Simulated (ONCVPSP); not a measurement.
# Pseudopotential generation for erbium: ONCV, PBEsol

Do these settings give a usable potential? It is generated, then checked for transferability, scattering, ghosts and hardness.

Program: ONCVPSP 4.0.1. Reference atom: PBEsol, scalar-relativistic, spherical and spin-unpolarised. All values are calculated.

### Step 1. The atom and the settings

Typed settings, in words:

| Item | Value |
| --- | --- |
| element | erbium (Er, Z = 68) |
| type | optimised norm-conserving Vanderbilt (ONCV) |
| frozen core | [Kr] 4d10 |
| valence charge | 22 |
| reference configuration | 4f12 5s2 5p6 6s2 |
| partial waves | 5s+6s: rc 1.95 bohr, ncon 4, nbas 7, qcut 5.3 1/bohr, 2 projectors; 5p: rc 1.65 bohr, ncon 5, nbas 9, qcut 5.6 1/bohr, 2 projectors, debl 1.3 Ha; d scattering state at 0.04 Ha: rc 1.95 bohr, ncon 4, nbas 7, qcut 5 1/bohr, 3 projectors, debl 2.4 Ha; 4f: rc 0.65 bohr, ncon 5, nbas 10, qcut 16.4 1/bohr, 2 projectors, debl 3 Ha |
| local potential | polynomial inside 0.40 bohr (lpopt 5, dvloc0 0 Ha) |
| core correction | not asked for |

The outer shells as boxes (Hund's rule for the drawing; the calculation is spin-unpolarised):

```
[Kr] core
4d [↑↓][↑↓][↑↓][↑↓][↑↓]
4f [↑↓][↑↓][↑↓][↑↓][↑↓][↑ ][↑ ]
5s [↑↓]
5p [↑↓][↑↓][↑↓]
6s [↑↓]
```

### Step 2. The generation run

Er.dat reads:

```
# ATOM AND REFERENCE CONFIGURATION
# atsym  z   nc   nv     iexc    psfile
  Er 68.00    9    4  -116133      upf
#
#   n    l    f
    1    0    2.00
    2    0    2.00
    2    1    6.00
    3    0    2.00
    3    1    6.00
    3    2   10.00
    4    0    2.00
    4    1    6.00
    4    2   10.00
    4    3   12.00
    5    0    2.00
    5    1    6.00
    6    0    2.00
#
# PSEUDOPOTENTIAL AND OPTIMIZATION
# lmax
    3
#
#   l,   rc,      ep,       ncon, nbas, qcut
    0    1.95    0.00    4    7    5.30
    1    1.65    0.00    5    9    5.60
    2    1.95    0.04    4    7    5.00
    3    0.65    0.00    5   10   16.40
#
# LOCAL POTENTIAL
# lloc, lpopt,  rc(5),   dvloc0
    4    5    0.40    0.00
#
# VANDERBILT-KLEINMAN-BYLANDER PROJECTORs
# l, nproj, debl
    0    2    1.40
    1    2    1.30
    2    3    2.40
    3    2    3.00
#
# MODEL CORE CHARGE
# icmod, fcfact, rcfact
    0    0.00    0.00
#
# LOG DERIVATIVE ANALYSIS
# epsh1, epsh2, depsh
   -3.00    5.00    0.02
#
# OUTPUT GRID
# rlmax, drl
    6.00    0.01
#
# TEST CONFIGURATIONS
# ncnf
    4
# nvcnf
#   n    l    f
    4
    4    3   12.00
    5    0    2.00
    5    1    6.00
    6    0    1.00
#
    4
    4    3   12.00
    5    0    2.00
    5    1    6.00
    6    0    0.00
#
    4
    4    3   11.00
    5    0    2.00
    5    1    6.00
    6    0    0.00
#
    5
    4    3   11.00
    5    0    2.00
    5    1    6.00
    6    0    2.00
    5    2    1.00
#
```

On the command line:

```bash
oncvpsp.x < Er.dat > Er.out
```

Before running it: what results should come out? Wanted: cutoffs for 1 and 0.1 mHa per electron, occupied waves; bound ghosts; GHOST(+) flags; largest miss of a reference level; largest phase difference near zero energy, channels read; projector energies reset by the program.

**Answer**, as computed:

```
                                                quantity                                                                 value
  cutoffs for 1 and 0.1 mHa per electron, occupied waves                                                   1016 Ha and 1727 Ha
                                            bound ghosts  s at -1901.86 eV, s at -212.39 eV, p at -1090.91 eV, d at -193.57 eV
                                          GHOST(+) flags                             p at 186 eV, f at 11235 eV, f at 16711 eV
                       largest miss of a reference level                                                           17 meV (4f)
largest phase difference near zero energy, channels read                                                             0.000 rad
                 projector energies reset by the program                                             d: 0.050, 2.450, 4.850 Ha
```

What this shows: It has a bound ghost (s, p, d), a state that the atom doesn't have, and that rules the file out. It counts as very hard, with 1016 Ha needed at the looser tolerance. At the looser tolerance the 4f wave is the slowest; 5p needs 32 Ha. Near zero energy the phases of the channels with partial waves agree within 0.001 rad. The program also flags highly localised states, GHOST(+) (p, f).
